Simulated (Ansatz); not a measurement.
# CH₄BrIn: shape, modes and thermochemistry

What shape does CH₄BrIn take? The plan is to relax it, check the end point by its vibrations and derive ideal-gas thermochemistry.

Program: Ansatz 0.2.0, Gaussian basis. Level of theory: RKS PBE0-D4/def2-TZVP. These are calculated values, not measurements.

Levels to be run: relaxation at PBE0-D4/def2-TZVP; harmonic vibrations at the same level.

1 further run of the same task is left out (set aside as unsound or not needed).

## (1) The system as given

SMILES `[CH3][InH][Br]`, 7 atoms, charge 0, spin multiplicity 1.

Atoms are counted from 1 here; the program's logs count them from 0.

Bond lengths: C1–In2 2.219 Å, C1–H4 1.087 Å, C1–H5 1.090 Å, C1–H6 1.089 Å, In2–Br3 2.480 Å, In2–H7 1.736 Å. Angles: In2–C1–H4 111.7°, In2–C1–H5 105.8°, In2–C1–H6 109.1°, H4–C1–H5 110.6°, H4–C1–H6 109.9°, H5–C1–H6 109.7°, C1–In2–Br3 115.7°, C1–In2–H7 132.8°, Br3–In2–H7 111.5°.

As a file:

```
C    -1.0000    0.4328   -0.3076
In    1.0729   -0.2562    0.0829
Br    1.3332   -1.8935    1.9276
H    -1.1730    0.6073   -1.3661
H    -1.6503   -0.3601    0.0615
H    -1.1823    1.3479    0.2532
H     2.5995    0.1218   -0.6515
```

The start is a GFN2-xTB geometry. In takes the def2 core potential; no spin-orbit term is included.

## (2) Geometry optimisation, PBE0-D4/def2-TZVP

The input, in.yaml:

```yaml
crystal:
  periodic: [false, false, false]
  atoms:
    - {symbol: C, position_ang: [-0.999990, 0.432830, -0.307570]}
    - {symbol: In, position_ang: [1.072910, -0.256180, 0.082940]}
    - {symbol: Br, position_ang: [1.333230, -1.893530, 1.927580]}
    - {symbol: H, position_ang: [-1.173030, 0.607310, -1.366140]}
    - {symbol: H, position_ang: [-1.650280, -0.360100, 0.061530]}
    - {symbol: H, position_ang: [-1.182300, 1.347880, 0.253210]}
    - {symbol: H, position_ang: [2.599450, 0.121790, -0.651550]}
basis:
  gaussian: {orbitals: def2-TZVP}
hamiltonian: {xc: pbe0, dispersion: d4}
relax: {f_tol: 0.005, max_steps: 150}
```

The runs that follow: Harmonic vibrations.

**Question.** What will the summary of the whole plan be? Wanted: point group; shift from the start; total energy; dispersion term; dipole moment; lowest, highest wavenumber; zero-point energy.

As calculated:

| quantity | value |
| --- | --- |
| point group | Cs |
| steps | 34 |
| shift from the start (rms) | 0.331 Å |
| total energy | -76314.8071 eV |
| dispersion term | -107 meV |
| dipole moment | 3.36 D |
| lowest, highest wavenumber | 40, 3171 cm⁻¹ |
| zero-point energy | 26.5 kcal/mol |
| entropy at 298.15 K | 347.0 J/(mol K) |

The atoms moved 0.33 Å (rms) from the start; the bond that changed most is C1–In2, from 2.219 to 2.132 Å. No mode is imaginary: a true minimum at this level. The stiffest mode, 3171 cm⁻¹, is a C–H stretch, and 2 modes under 200 cm⁻¹ make the vibrational entropy uncertain. Harmonic hybrid wavenumbers usually lie a few per cent above measured fundamentals. The largest Mulliken charge, +0.67 e, sits on In2.
